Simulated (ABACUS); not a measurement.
MnHg under changes of volume

One of the cells (18.215 Å³/atom); the others are scaled copies at fixed shape and fractional positions:

```
Hg Mn
1.0
     3.31500    0.00000    0.00000
     0.00000    3.31500    0.00000
     0.00000    0.00000    3.31500
Hg Mn
1 1
Direct
  0.00000 0.00000 0.00000
  0.50000 0.50000 0.50000
```

| Item | Value |
| --- | --- |
| Program | ABACUS 3.10.1 |
| Functional | PBE |
| Potentials or basis | PseudoDojo NC SR 0.4.1 PBE standard |
| Cutoff | 1320 eV |
| Density cutoff | 5279 eV |
| Basis | plane waves |
| k mesh | 8 × 8 × 8 |
| Occupations | fermi-dirac, width 0.05 eV |
| Spin | collinear spin, ferromagnetic start |
| Starting moments | [0.0, 4.0] μB |

```tsv
volume (Å³/atom)	energy over the lowest point (meV/atom)	pressure (GPa)	moment (μB per cell)
17.122	?	?	?
17.486	13.82	4.9	3.89
17.850	4.87	2.8	3.92
18.215	0.66	1.1	3.95
18.579	0.00	-0.3	4.00
18.943	2.01	-1.6	4.05
19.308	6.90	-2.8	4.08
```

Problem. What does the run at 17.122 Å³/atom give?

Solution. Energy over the lowest point 27.76 meV/atom; pressure 7.0 GPa; moment 3.83 μB per cell.

Worked out: A Birch-Murnaghan fit of order 3 (a polynomial in V^(-2/3)) to the other rows has its minimum at 18.47 Å³/atom with B0 = V·E''(V) = 70 GPa (rough, since the energies scatter). It gives 27.94 meV/atom at 17.122 Å³/atom, against the run's 27.76, and -dE/dV = 7.6 GPa, against 7.0. A parabola through the other rows of the moment, of slope 0.0816 μB per Å³/atom there, extrapolates to 3.86 μB, against the run's 3.83.

Energies are extrapolated to zero smearing.
